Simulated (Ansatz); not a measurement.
# C₅H₈OS: small, medium and large basis sets

One table from this session's results is given with a row withheld; the runs are named, their logs left out.

Method: one geometry, several basis sets; program: Ansatz 0.2.0, Gaussian basis.

Plan: PBE0-D4/def2-SVP; ωB97M-V/def2-SVP; PBE0-D4/def2-QZVPP; ωB97M-V/def2-QZVPP; the functionals' def2-TZVPP values are taken from earlier runs.

## Structure used throughout

All runs share one geometry, relaxed beforehand with PBE0-D4 in a triple-zeta def2 set.

15 atoms, charge 0, spin multiplicity 1.

Atoms are counted from 1 here; the program's logs count them from 0.

Bond lengths: O1–C2 1.205 Å, C2–C3 1.512 Å, C2–C7 1.511 Å, C3–C4 1.517 Å, C3–H8 1.092 Å, C3–H9 1.097 Å, C4–S5 1.815 Å, C4–H10 1.091 Å, C4–H11 1.093 Å, S5–C6 1.815 Å, C6–C7 1.518 Å, C6–H12 1.093 Å, C6–H13 1.091 Å, C7–H14 1.092 Å, C7–H15 1.097 Å. Angles: O1–C2–C3 121.9°, O1–C2–C7 121.9°, C3–C2–C7 116.2°, C2–C3–C4 112.9°, C2–C3–H8 107.8°, C2–C3–H9 107.5°, C4–C3–H8 111.6°, C4–C3–H9 109.7°, H8–C3–H9 107.1°, C3–C4–S5 113.0°, C3–C4–H10 110.5°, C3–C4–H11 110.4°, S5–C4–H10 105.8°, S5–C4–H11 109.6°, H10–C4–H11 107.4°, C4–S5–C6 100.3°, S5–C6–C7 113.0°, S5–C6–H12 109.6° and more.

Geometry (Å):

| atom | x (Å) | y (Å) | z (Å) |
| --- | --- | --- | --- |
| O1 | -2.3059 | -0.2671 | -0.9008 |
| C2 | -1.1905 | -0.1382 | -0.4645 |
| C3 | -0.1819 | -1.2632 | -0.5056 |
| C4 | 0.7647 | -1.2506 | 0.6804 |
| S5 | 1.8371 | 0.2130 | 0.7147 |
| C6 | 0.7536 | 1.4271 | -0.0885 |
| C7 | -0.7200 | 1.1580 | 0.1545 |
| H8 | -0.7332 | -2.2040 | -0.5698 |
| H9 | 0.3901 | -1.1600 | -1.4360 |
| H10 | 1.4367 | -2.1092 | 0.6412 |
| H11 | 0.2046 | -1.3174 | 1.6164 |
| H12 | 0.9646 | 1.4549 | -1.1605 |
| H13 | 1.0372 | 2.3964 | 0.3243 |
| H14 | -1.3456 | 1.9624 | -0.2388 |
| H15 | -0.9115 | 1.0978 | 1.2330 |

The first run:

File in.yaml:

```yaml
crystal:
  periodic: [false, false, false]
  atoms:
    - {symbol: O, position_ang: [-2.305902, -0.267115, -0.900792]}
    - {symbol: C, position_ang: [-1.190471, -0.138151, -0.464539]}
    - {symbol: C, position_ang: [-0.181879, -1.263189, -0.505556]}
    - {symbol: C, position_ang: [0.764748, -1.250585, 0.680390]}
    - {symbol: S, position_ang: [1.837065, 0.212964, 0.714680]}
    - {symbol: C, position_ang: [0.753566, 1.427143, -0.088541]}
    - {symbol: C, position_ang: [-0.719978, 1.158006, 0.154497]}
    - {symbol: H, position_ang: [-0.733198, -2.204000, -0.569793]}
    - {symbol: H, position_ang: [0.390095, -1.159954, -1.435981]}
    - {symbol: H, position_ang: [1.436707, -2.109243, 0.641230]}
    - {symbol: H, position_ang: [0.204565, -1.317416, 1.616412]}
    - {symbol: H, position_ang: [0.964584, 1.454893, -1.160511]}
    - {symbol: H, position_ang: [1.037206, 2.396387, 0.324304]}
    - {symbol: H, position_ang: [-1.345615, 1.962415, -0.238812]}
    - {symbol: H, position_ang: [-0.911495, 1.097844, 1.233010]}
basis:
  gaussian: {orbitals: def2-SVP}
hamiltonian: {xc: pbe0, dispersion: d4}
output: {orbitals: {seedname: orbitals}}
```

Command:

```sh
$ ansatz run in.yaml --threads 2 --pin off --events-out ev --progress --plain --max-ram 22528MiB --backend cpu
```

Steps of the session up to this table: PBE0-D4 in def2-SVP; ωB97M-V in def2-SVP; PBE0-D4 in def2-QZVPP; ωB97M-V in def2-QZVPP.

One table of the session follows, with a row left open; its other results are not shown here.

It belongs to the step «Functionals by basis». 

```
functional       basis  HOMO (eV)
   PBE0-D4    def2-SVP      -6.42
   PBE0-D4  def2-TZVPP      -6.54
   PBE0-D4  def2-QZVPP      -6.58
   ωB97M-V    def2-SVP      -8.65
   ωB97M-V  def2-TZVPP          ?
   ωB97M-V  def2-QZVPP      -8.83
```

Estimate the missing values for ωB97M-V, def2-TZVPP.

The run gave: HOMO (eV): -8.78. In the column «HOMO (eV)» it lies between ωB97M-V, def2-QZVPP (-8.83) and ωB97M-V, def2-SVP (-8.65).
